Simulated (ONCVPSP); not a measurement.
**An ONCV potential for oxygen, from input to tests**

Do these settings give a usable potential? It is generated, then checked for transferability, scattering, ghosts and hardness.

Method: ONCVPSP 4.0.1, PBE, scalar-relativistic.

### 1 Settings

The settings as typed:

```json
{
 "element": "oxygen (O, Z = 8)",
 "type": "optimised norm-conserving Vanderbilt (ONCV)",
 "frozen core": "[He]",
 "valence charge": "6",
 "reference configuration": "2s2 2p4",
 "partial waves": "2s: rc 0.70 bohr, ncon 3, nbas 8, qcut 7.4 1/bohr, 1 projector; 2p: rc 1.65 bohr, ncon 3, nbas 6, qcut 8.5 1/bohr, 2 projectors, debl 0.7 Ha; d scattering state at 0.21 Ha: rc 1.64 bohr, ncon 3, nbas 7, qcut 6.2 1/bohr, 2 projectors, debl 0.7 Ha",
 "local potential": "polynomial inside 0.60 bohr (lpopt 3, dvloc0 1 Ha)",
 "core correction": "not asked for"
}
```

### 2 Generation

O.dat

```
# ATOM AND REFERENCE CONFIGURATION
# atsym  z   nc   nv     iexc    psfile
  O 8.00    1    2        4      upf
#
#   n    l    f
    1    0    2.00
    2    0    2.00
    2    1    4.00
#
# PSEUDOPOTENTIAL AND OPTIMIZATION
# lmax
    2
#
#   l,   rc,      ep,       ncon, nbas, qcut
    0    0.70    0.00    3    8    7.40
    1    1.65    0.00    3    6    8.50
    2    1.64    0.21    3    7    6.20
#
# LOCAL POTENTIAL
# lloc, lpopt,  rc(5),   dvloc0
    4    3    0.60    1.00
#
# VANDERBILT-KLEINMAN-BYLANDER PROJECTORs
# l, nproj, debl
    0    1    0.40
    1    2    0.70
    2    2    0.70
#
# MODEL CORE CHARGE
# icmod, fcfact, rcfact
    0    0.00    0.00
#
# LOG DERIVATIVE ANALYSIS
# epsh1, epsh2, depsh
   -2.00    5.00    0.02
#
# OUTPUT GRID
# rlmax, drl
    6.00    0.01
#
# TEST CONFIGURATIONS
# ncnf
    4
# nvcnf
#   n    l    f
    2
    2    0    2.00
    2    1    3.00
#
    2
    2    0    2.00
    2    1    2.00
#
    2
    2    0    2.00
    2    1    1.00
#
    2
    2    0    2.00
    2    1    3.50
#
```

The run is started by

```bash
$ oncvpsp.x < O.dat > O.out
```

Q: Predict the outcome of this session. Wanted: cutoffs for 1 and 0.1 mHa per electron, occupied waves; bound ghosts; GHOST(+) flags; largest test error; largest phase difference near zero energy, channels read.

As calculated:

| quantity | value |
| --- | --- |
| cutoffs for 1 and 0.1 mHa per electron, occupied waves | 124 Ha and 385 Ha |
| bound ghosts | none found |
| GHOST(+) flags | none at low energy |
| largest test error (AE − PS) | +1320 meV, for 2s2 2p1 |
| largest phase difference near zero energy, channels read | 0.003 rad |

The worst unpolarised test, 2s2 2p1, is off by 1320 meV on 103.9 eV; by total energies transferability rates as poor. That test lies far up in energy; among those under 40 eV, nearer to bonding, the largest error is 44 meV. By its cutoff, 124 Ha for the looser tolerance, it is very hard. The tighter tolerance needs 385 Ha, and converged work needs a cutoff nearer that. At the looser tolerance the 2s wave is the slowest; 2p needs 24 Ha. The program's ghost test flags no bound state. Near zero energy the phases of the channels with partial waves agree within 0.003 rad. These are tests on the free atom; a crystal test is still owed.
